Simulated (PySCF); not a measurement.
# C₄HNSe: electronic excitations and core binding energies

Wanted: the electronic excitations and core binding energies of C₄HNSe (`C#CC(=[Se])C#N`), by calculation.

Computed with PySCF 2.14.0, with density-fitted response routines of our own, on a single molecule in the gas phase. Atoms are numbered from 0 throughout.

**1. The starting structure**

7 atoms, charge 0, multiplicity 1; geometry from: GFN2-xTB.

Bonds of the start (Å): C0–C1 1.21, C1–C2 1.40, C2–Se3 1.79, C2–C4 1.41, C4–N5 1.15, C0–H6 1.05.

**2. Excited states and response: wB97X-D/def2-SVPD**

Job settings and geometry (Å):

```
{"job": {"kind": "uv", "xc": "wB97X-D", "basis": "def2-SVPD", "nstates": 8, "ntriplets": 3}, "charge": 0, "multiplicity": 1}
C     -1.898014     0.300070    -0.180317
C     -0.755758    -0.041763    -0.002613
C      0.563139    -0.453973     0.205251
Se     1.005163    -2.047886     0.892361
C      1.569885     0.460515    -0.159707
N      2.410656     1.186087    -0.448388
H     -2.891738     0.601854    -0.333665
```

With the program's defaults for keys left out, this is: TDDFT wB97X-D/def2-SVPD, vertical, gas phase, core orbitals frozen in the response.

**Question.** This job is followed by: delta-SCF UKS SCAN, pcX-2 on the ionised atom, pcseg-1 elsewhere, spin-free X2C. What will the session give for the following? lowest singlet (wB97X-D/def2-SVPD); brightest single state of those computed; lowest triplet; C1s binding energies, SCAN/pcX-2 (standing for 1 of 4 atoms); N1s binding energies, SCAN/pcX-2.

The runs gave:

| quantity | value |
| --- | --- |
| lowest singlet (wB97X-D/def2-SVPD) | 1.40 eV (883 nm), f = 0.000 |
| brightest single state of those computed | state 3, 3.81 eV, f = 0.241 |
| lowest triplet | 0.95 eV |
| C1s binding energies, SCAN/pcX-2 (standing for 1 of 4 atoms) | C4 292.64 eV |
| N1s binding energies, SCAN/pcX-2 | N5 405.31 eV |

The first singlet state (HOMO→LUMO 0.99) lies at 1.40 eV and is dark; of the 8 states computed, the strongest absorption comes from state 3 at 3.81 eV. The lowest triplet lies 0.45 eV below the lowest singlet (triplets in Tamm-Dancoff, singlets in full TDDFT).
